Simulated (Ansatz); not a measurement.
**AlFH₂Se: small, medium and large basis sets**

The task here is to estimate one member of a computed series from the others.

Method: one geometry, several basis sets; program: Ansatz 0.2.0, Gaussian basis.

Levels to be run: PBE0-D4/def2-SVP; ωB97M-V/def2-SVP; PBE0-D4/def2-QZVPP; ωB97M-V/def2-QZVPP; the functionals' def2-TZVPP values are taken from earlier runs.

## The relaxed structure

All runs share one geometry, relaxed beforehand with PBE0-D4 in a triple-zeta def2 set.

SMILES `[F][AlH][SeH]`, 5 atoms, charge 0, spin multiplicity 1.

Atoms are counted from 1 here; the program's logs count them from 0.

Bond lengths: F1–Al2 1.647 Å, Al2–Se3 2.302 Å, Al2–H4 1.570 Å, Se3–H5 1.470 Å. Angles: F1–Al2–Se3 115.9°, F1–Al2–H4 119.6°, Se3–Al2–H4 124.5°, Al2–Se3–H5 89.9°.

The first run:

in.yaml reads:

```yaml
crystal:
  periodic: [false, false, false]
  atoms:
    - {symbol: F, position_ang: [-1.154571, -0.647650, 1.724064]}
    - {symbol: Al, position_ang: [-0.330656, -0.470282, 0.309597]}
    - {symbol: Se, position_ang: [0.629717, 1.591800, -0.043079]}
    - {symbol: H, position_ang: [-0.243524, -1.674555, -0.694077]}
    - {symbol: H, position_ang: [1.148933, 1.127086, -1.337905]}
basis:
  gaussian: {orbitals: def2-SVP}
hamiltonian: {xc: pbe0, dispersion: d4}
output: {orbitals: {seedname: orbitals}}
```

Steps of the session up to this table: PBE0-D4 in def2-SVP; ωB97M-V in def2-SVP; PBE0-D4 in def2-QZVPP; ωB97M-V in def2-QZVPP.

One table of the session follows, with a row left open; its other results are not shown here.

It belongs to the step «Density functionals: the series». 

| functional | basis | HOMO (eV) |
| --- | --- | --- |
| PBE0-D4 | def2-SVP | -7.54 |
| PBE0-D4 | def2-TZVPP | -7.65 |
| PBE0-D4 | def2-QZVPP | -7.66 |
| ωB97M-V | def2-SVP | ? |
| ωB97M-V | def2-TZVPP | -9.77 |
| ωB97M-V | def2-QZVPP | -9.79 |

Q: Estimate the row for ωB97M-V, def2-SVP from the others.

**Answer.** HOMO (eV): -9.63. In the column «HOMO (eV)» it lies between ωB97M-V, def2-TZVPP (-9.77) and PBE0-D4, def2-QZVPP (-7.66).
